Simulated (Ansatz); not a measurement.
# CH5NSn: energy of protonation at one site from a Python script

Wanted for CH5NSn: the energy of protonation at one site. SMILES: C=[N][SnH3].

Computed with Ansatz 0.2.0 through its Python package. Level of theory: MP2/def2-SVP.

### 1 Starting point

Bond lengths: C1–N2 1.235 Å, N2–Sn3 2.019 Å, C1–H4 1.077 Å, C1–H5 1.087 Å, Sn3–H6 1.768 Å, Sn3–H7 1.794 Å, Sn3–H8 1.740 Å. Angles: C1–N2–Sn3 119.7°, N2–C1–H4 121.7°, N2–C1–H5 125.4°, H4–C1–H5 112.8°, N2–Sn3–H6 110.5°, N2–Sn3–H7 110.6°, N2–Sn3–H8 111.7°, H6–Sn3–H7 107.7°, H6–Sn3–H8 109.3°, H7–Sn3–H8 107.0°.

The script holds or builds the structure itself.

### 2 The script

Input file run_pa.py:

```python
"""Proton affinity of CH5NSn at one site."""

import warnings

import ansatz as az
import numpy as np

BASIS_SET = "def2-SVP"
LEVEL = "MP2"
NET_CHARGE = 1
FORCE_TOL = 0.01

warnings.simplefilter("ignore", az.DeckWarning)

geometry_ang = [
    ("C", (-0.995, 0.5253, -1.1869)),
    ("N", (-0.8802, -0.4482, -0.435)),
    ("Sn", (0.6573, -0.5268, 0.8708)),
    ("H", (-1.8052, 0.6036, -1.8925)),
    ("H", (-0.3552, 1.4035, -1.1821)),
    ("H", (0.5786, 0.83, 2.0014)),
    ("H", (2.2247, -0.4244, 0.0051)),
    ("H", (0.667, -2.0201, 1.7635)),
]
mol = az.Crystal.molecule()
for symbol, xyz in geometry_ang:
    mol = mol.atom(symbol, xyz)

calculation = mol.calculation()
calculation = calculation.basis(gaussian=BASIS_SET).correlation(LEVEL)
symbols = [site.symbol for site in mol.cartesian_sites]
start = np.array([site.position_ang for site in mol.cartesian_sites], dtype=float)
data = calculation.relax(force_tolerance=0.01).run(threads=1, pin="off").report
end = np.array(data["positions_ang"])

# start the new hydrogen opposite the existing bonds
away = sum((end[1] - end[j]) / np.linalg.norm(end[1] - end[j]) for j in [0, 2]) + np.array([0.15, 0.1, -0.2])
proton = end[1] + 1.0 * away / np.linalg.norm(away)
acid = az.Crystal.molecule()
for symbol, place in zip(symbols, end):
    acid = acid.atom(symbol, place.tolist())
acid = acid.atom("H", proton.tolist())
protonated = (
    acid.calculation()
    .basis(gaussian=BASIS_SET)
    .correlation(LEVEL)
    .charge(NET_CHARGE)
    .relax(force_tolerance=FORCE_TOL, max_steps=80)
)
after = protonated.run(threads=1, pin="off").report
xyz = np.array(after["positions_ang"])
reach = np.linalg.norm(xyz[:-1] - xyz[-1], axis=1)
print(f"base {data['free_energy_ev']:.5f} eV, protonated {after['free_energy_ev']:.5f} eV")
print(f"the proton ends {reach.min():.3f} A from {symbols[reach.argmin()]}{reach.argmin()}")
print(f"electronic proton affinity {96.485332 * (data['free_energy_ev'] - after['free_energy_ev']):.1f} kJ/mol")
```

### 3 What the engine is handed

The engine receives this input (first run):

```yaml
crystal:
  periodic: [false, false, false]
  atoms:
    - { symbol: C, position_ang: [-0.995, 0.5253, -1.1869] }
    - { symbol: "N", position_ang: [-0.8802, -0.4482, -0.435] }
    - { symbol: Sn, position_ang: [0.6573, -0.5268, 0.8708] }
    - { symbol: H, position_ang: [-1.8052, 0.6036, -1.8925] }
    - { symbol: H, position_ang: [-0.3552, 1.4035, -1.1821] }
    - { symbol: H, position_ang: [0.5786, 0.83, 2.0014] }
    - { symbol: H, position_ang: [2.2247, -0.4244, 0.0051] }
    - { symbol: H, position_ang: [0.667, -2.0201, 1.7635] }
basis:
  gaussian:
    orbitals: def2-SVP
correlation:
  method: mp2
relax:
  f_tol: 0.01
```

### 4 Launch

Started as:

```bash
$ python run_pa.py
```

**Question.** What results will this script give? Wanted: electronic proton affinity; moves of the relaxation of run 1; energy gained in run 1; last largest force component of run 1; moves of the relaxation of run 2; energy gained in run 2; last largest force component of run 2.

As calculated:

```
                             quantity          value
           electronic proton affinity  1003.5 kJ/mol
                        runs compared              2
     moves of the relaxation of run 1             17
               energy gained in run 1       0.292 eV
last largest force component of run 1    0.0024 eV/Å
     moves of the relaxation of run 2              6
               energy gained in run 2       0.419 eV
last largest force component of run 2    0.0045 eV/Å
```

**Reading.** Run 1: After 17 moves the largest shift is 0.949 Å, of atom 5 (H). So large a move can change the bonding: the results belong to the relaxed structure. Run 2: After 6 moves the largest shift is 0.185 Å, of atom 3 (Sn). What to keep in mind:
- The proton is put on one chosen atom, which needn't be the most basic site, so the molecule's proton affinity can be higher; the ends are stationary points, not checked by frequencies, and zero-point and thermal terms count only where printed.
- def2 sets replace the cores of elements past krypton by effective core potentials.
